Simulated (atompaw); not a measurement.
**A PAW (atompaw) potential for Mg, from input to tests**

Task: generate the file, and judge it by its logarithmic derivatives, its ghosts and its cutoff.

Method: atompaw 4.2.0.5, PBE, scalar-relativistic.

### Step 1. The design

Typed settings, in words:

| Item | Value |
| --- | --- |
| element | magnesium (Mg, Z = 12) |
| type | PAW |
| frozen core | [Ne] |
| valence charge | 2 |
| reference configuration | 3s2 3p0 |
| partial waves | 3s (bound): rc 3.00 bohr; 3s channel at 3.9 Ry: rc 2.30 bohr; 3p (bound, empty): rc 3.00 bohr; 3p channel at 0.6 Ry: rc 3.00 bohr |
| local potential | bessel scheme, radius 2.45 bohr |
| core correction | smooth core density matched at 1.95 bohr |
| augmentation charge | gaussian compensation charge, radius 2.35 bohr; PAW radius 3.00 bohr; waves and projectors: custom rrkj gramschmidtortho |

An earlier all-electron run gives the scale for the radii.

All-electron outer shells of the reference configuration (PBE, scalar-relativistic, ld1.x):

```csv
shell,level (eV),outermost node (bohr),outermost maximum (bohr)
2s,-79.85,0.18,0.54
2p,-46.61,–,0.48
3s,-4.70,0.90,2.56
3p,-1.33,0.96,3.46
```

### Step 2. Generation

File Mg.input:

```
Mg 12
GGA-PBE scalarrelativistic loggrid 1500 logderivrange -2 5 176
3 3 0 0 0 0
3 1 0
0 0 0
c
c
v
c
v
1
3.00 2.35 2.45 1.95
y
3.9
n
y
0.6
n
custom rrkj gramschmidtortho gaussian
bessel
3.00
2.30
3.00
3.00
PWSCFOUT
UPFDX 0.0125d0 UPFXMIN -7.d0 UPFZMESH 12.d0
END
```

Command:

```
atompaw < Mg.input > Mg.log
```

What does the calculation give? Wanted: cutoffs for 10 and 1 mRy, occupied levels; bound ghosts; largest phase difference near zero energy, channels read; lowest eigenvalue of the overlap; share of valence orbitals outside the PAW sphere; UPF file.

As calculated:

| quantity | value |
| --- | --- |
| cutoffs for 10 and 1 mRy, occupied levels | 6 Ry or less and 6 Ry or less |
| bound ghosts | none found |
| largest phase difference near zero energy, channels read | 0.003 rad |
| lowest eigenvalue of the overlap (Bessel basis) | 0.665 (s) |
| share of valence orbitals outside the PAW sphere | 3s 48 %, 3p 77 % |
| UPF file | not written |

What this shows: It counts as soft on the atom at that tolerance, with 6 Ry or less needed at the looser tolerance. No bound ghost shows below the valence levels. Near zero energy the phases of the channels with partial waves agree within 0.003 rad. The pseudo core plus compensation charge is negative at some radii, so no UPF file was written. These are tests on the free atom; a crystal test is still owed.
